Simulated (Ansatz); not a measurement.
# C₂Cl₃F₃: up Jacob's ladder to CCSD(T)

One table from this session's results is given with a row withheld; the runs are named, their logs left out.

Computed with Ansatz 0.2.0, Gaussian basis. Level: functionals in def2-TZVPP, the program's frozen cores in correlated methods.

Plan: LDA (SPW92), PBE-D4, revPBE-D4, BLYP-D4, r2SCAN-D4, B97M-V, PBE0-D4, B3LYP-D4, r2SCANh-D4, r2SCAN0-D4, HSE06-D4, BHLYP-D4, CAM-B3LYP-D4, LC-ωPBE, ωB97X-V, ωB97M-V, B2PLYP, PBE-QIDH; CCSD(T)/def2-SVP; CCSD(T)/def2-TZVPP; MP2/def2-QZVPP; extrapolation to the limit; RPA on PBE.

## The relaxed structure

The geometry comes from an earlier relaxation with PBE0-D4 in a triple-zeta def2 set; it is a stationary point, not always the lowest conformer.

SMILES `FC(F)(F)C(Cl)(Cl)Cl`, 8 atoms, charge 0, spin multiplicity 1.

Atoms are counted from 1 here; the program's logs count them from 0.

Bond lengths: F1–C2 1.326 Å, C2–F3 1.326 Å, C2–F4 1.326 Å, C2–C5 1.557 Å, C5–Cl6 1.759 Å, C5–Cl7 1.759 Å, C5–Cl8 1.759 Å. Angles: F1–C2–F3 108.6°, F1–C2–F4 108.6°, F1–C2–C5 110.3°, F3–C2–F4 108.6°, F3–C2–C5 110.3°, F4–C2–C5 110.3°, C2–C5–Cl6 108.5°, C2–C5–Cl7 108.5°, C2–C5–Cl8 108.5°, Cl6–C5–Cl7 110.4°, Cl6–C5–Cl8 110.4°, Cl7–C5–Cl8 110.4°.

The first run:

Contents of in.yaml:

```yaml
crystal:
  periodic: [false, false, false]
  atoms:
    - {symbol: F, position_ang: [0.586509, -1.690322, -0.100818]}
    - {symbol: C, position_ang: [0.251372, -0.509665, -0.601935]}
    - {symbol: F, position_ang: [-0.726851, -0.685312, -1.479207]}
    - {symbol: F, position_ang: [1.301439, -0.006022, -1.235246]}
    - {symbol: C, position_ang: [-0.206981, 0.450630, 0.534973]}
    - {symbol: Cl, position_ang: [-0.638804, 1.997362, -0.181701]}
    - {symbol: Cl, position_ang: [1.123452, 0.648844, 1.667728]}
    - {symbol: Cl, position_ang: [-1.598036, -0.262614, 1.340408]}
basis:
  gaussian: {orbitals: def2-TZVPP}
hamiltonian: {xc: lda}
output: {orbitals: {seedname: orbitals}}
```

Launch:

```console
$ ansatz run in.yaml --threads 2 --pin off --events-out ev --progress --plain --max-ram 22528MiB --backend cuda --devices 0, --max-vram 18GiB
```

Steps of the session up to this table: LDA; PBE-D4 (GGA); revPBE-D4 (GGA); BLYP-D4 (GGA); r2SCAN-D4 (meta-GGA); B97M-V (meta-GGA); PBE0-D4 (hybrid); B3LYP-D4 (hybrid); r2SCANh-D4 (hybrid); r2SCAN0-D4 (hybrid); HSE06-D4 (hybrid); BHLYP-D4 (hybrid); CAM-B3LYP-D4 (range-separated); LC-ωPBE (range-separated); ωB97X-V (range-separated); ωB97M-V (range-separated); B2PLYP (double hybrid); PBE-QIDH (double hybrid).

One table of the session follows, with a row left open; its other results are not shown here.

It belongs to the step «Orbital energies across the functionals». 

| functional | HOMO (eV) | gap (eV) |
| --- | --- | --- |
| LDA (SPW92) | -7.87 | 5.52 |
| PBE-D4 | -7.71 | 5.57 |
| revPBE-D4 | -7.65 | 5.60 |
| BLYP-D4 | -7.55 | 5.53 |
| r2SCAN-D4 | -8.10 | 6.07 |
| B97M-V | -8.21 | 6.30 |
| PBE0-D4 | -9.20 | 8.14 |
| B3LYP-D4 | ? | ? |
| r2SCANh-D4 | -8.64 | 7.01 |
| r2SCAN0-D4 | -9.45 | 8.44 |
| HSE06-D4 | -8.79 | 7.34 |
| BHLYP-D4 | -10.54 | 10.68 |
| CAM-B3LYP-D4 | -10.60 | 10.77 |
| LC-ωPBE | -12.06 | 13.55 |
| ωB97X-V | -11.66 | 12.98 |
| ωB97M-V | -11.47 | 12.70 |

Estimate the missing values for B3LYP-D4.

Worked estimate for «HOMO (eV)». Against the share of exact exchange, BLYP-D4 (0, -7.55), BHLYP-D4 (0.5, -10.54) give a slope of -5.98 per unit share; at 0.2 the line stands at -8.75.

As computed: HOMO (eV): -8.91; gap (eV): 7.58. In «HOMO (eV)» the line misses by +0.16.
